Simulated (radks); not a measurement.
# Kr⁺ in [Ar] 3d10 4s2 4p5: an all-electron calculation

An exercise on one series of results from a longer session: the logs are not shown, and one member is left open.

Program: radks (a radial shooting solver on a logarithmic mesh, Libxc functionals) version 1. Level of theory: Dirac Kohn-Sham, PBE, spin-unpolarised, spherical densities, point nucleus; open shells are shared between the two j in proportion to 2j + 1. These are calculated values, not measurements, unless marked.

## The atom as given

* element: krypton (Z = 36)
* charge: +1
* electrons: 35
* configuration: [Ar] 3d10 4s2 4p5

The outer shells:

Kr⁺
```
[Ar] core
3d [↑↓][↑↓][↑↓][↑↓][↑↓]
4s [↑↓]
4p [↑↓][↑↓][↑ ]
```

Set-up of the first run:

Input:

```text
Z 36
configuration [Ar] 3d10 4s2 4p5 5s0 4d0 5p0 4f0
relativity Dirac
functional pbe,pbe
spin unpolarised
j_filling average
nucleus point
c 137.035999084
```

Steps of the session up to this table: Self-consistent calculation.

One table of the session follows, with a row left open; its other results are not shown here.

It belongs to the step «Radial structure». Sizes of the orbitals, from the radial functions (bohr):

```
level      <r>  outermost maximum (interpolated)  90 % within  nodes
1s1/2  0.04148                            0.0271       0.0742      0
2s1/2   0.1832                             0.154        0.284      1
2p1/2   0.1573                             0.121        0.257      0
2p3/2   0.1613                             0.124        0.263      0
3s1/2   0.5301                             0.467        0.788      2
3p1/2   0.5334                             0.457        0.813      1
3p3/2   0.5438                             0.466        0.829      1
3d3/2        ?                                 ?            ?      ?
3d5/2   0.5570                             0.412        0.912      0
4s1/2    1.538                              1.33         2.27      3
4p1/2    1.804                              1.50         2.73      2
4p3/2    1.841                              1.53         2.79      2
```

**Question.** Estimate the row for 3d3/2.

**Answer.** <r>: 0.5531; outermost maximum (interpolated): 0.410; 90 % within: 0.906; nodes: 0. In the column «<r>» it lies between 3p3/2 (0.5438) and 3d5/2 (0.5570).

Limits of these values: Spin polarisation and multiplet splitting are left out.
